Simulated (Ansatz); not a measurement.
# C4H13AlSi: the cost of one run

Program: Ansatz 0.2.0, Gaussian basis. Level of theory: the settings change from run to run. These are calculated values, not measurements.

1 further run of the same task is left out (it didn't finish). Runs told in other sessions of the task aren't counted.

## Step 1: The relaxed structure

An earlier PBE0-D4 in a triple-zeta def2 set relaxation fixed the geometry.

19 atoms, charge 0, spin multiplicity 1.

Atoms are counted from 1 here; the program's logs count them from 0.

Bond lengths: C1–Si2 1.877 Å, C1–H7 1.094 Å, C1–H8 1.093 Å, C1–H9 1.094 Å, Si2–C3 1.877 Å, Si2–C4 1.877 Å, Si2–C5 1.870 Å, C3–H10 1.094 Å, C3–H11 1.093 Å, C3–H12 1.093 Å, C4–H13 1.094 Å, C4–H14 1.094 Å, C4–H15 1.093 Å, C5–Al6 1.948 Å, C5–H16 1.099 Å, C5–H17 1.099 Å, Al6–H18 1.592 Å, Al6–H19 1.591 Å. Angles: Si2–C1–H7 111.2°, Si2–C1–H8 111.1°, Si2–C1–H9 111.2°, H7–C1–H8 107.5°, H7–C1–H9 108.0°, H8–C1–H9 107.6°, C1–Si2–C3 109.1°, C1–Si2–C4 109.4°, C1–Si2–C5 109.1°, C3–Si2–C4 109.1°, C3–Si2–C5 111.0°, C4–Si2–C5 109.1°, Si2–C3–H10 111.3°, Si2–C3–H11 111.1°, Si2–C3–H12 111.1°, H10–C3–H11 107.8°, H10–C3–H12 107.8°, H11–C3–H12 107.7° and more.

## Step 2: wB97X-V/cc-pVTZ

Options: multiplicity 3, density fitting with cc-pVTZ-jkfit, a point charge of -1.00 e beside it.

in.yaml

```yaml
crystal:
  periodic: [false, false, false]
  atoms:
    - {symbol: C, position_ang: [-0.734187, -1.751509, -0.091425]}
    - {symbol: Si, position_ang: [0.356282, -0.225655, -0.166919]}
    - {symbol: C, position_ang: [2.156359, -0.755807, -0.130844]}
    - {symbol: C, position_ang: [0.021340, 0.701664, -1.763943]}
    - {symbol: C, position_ang: [-0.044126, 0.886155, 1.282187]}
    - {symbol: Al, position_ang: [-1.878311, 1.530016, 1.407600]}
    - {symbol: H, position_ang: [-0.581289, -2.301786, 0.841480]}
    - {symbol: H, position_ang: [-0.513701, -2.434029, -0.916687]}
    - {symbol: H, position_ang: [-1.793095, -1.485277, -0.157258]}
    - {symbol: H, position_ang: [2.396236, -1.405516, -0.977366]}
    - {symbol: H, position_ang: [2.822048, 0.110519, -0.175363]}
    - {symbol: H, position_ang: [2.386130, -1.304157, 0.786855]}
    - {symbol: H, position_ang: [0.624665, 1.611869, -1.827281]}
    - {symbol: H, position_ang: [-1.031438, 0.987881, -1.842270]}
    - {symbol: H, position_ang: [0.261726, 0.085495, -2.634604]}
    - {symbol: H, position_ang: [0.612608, 1.767676, 1.267866]}
    - {symbol: H, position_ang: [0.189774, 0.371691, 2.224950]}
    - {symbol: H, position_ang: [-2.967967, 1.141478, 0.314318]}
    - {symbol: H, position_ang: [-2.324852, 2.464690, 2.615103]}
basis:
  gaussian: {orbitals: cc-pVTZ, fitting: {mean_field: cc-pVTZ-jkfit}, point_charges: [{charge: -1.00, position_ang: [5.639, -0.877, -0.285]}]}
magnetization: {spin_polarized: true, initial_magnetization: 2}
hamiltonian: {xc: {name: wB97X-V}}
output: {forces: true}
```

Run with:

```sh
> ansatz run in.yaml --threads 4 --pin off --events-out ev --progress --plain --max-ram 11315MiB
```

Q: Estimate wall time and peak memory on 4 threads of Arm Neoverse V2, shared host.

About 50 s, with a peak of 2.3 GiB.
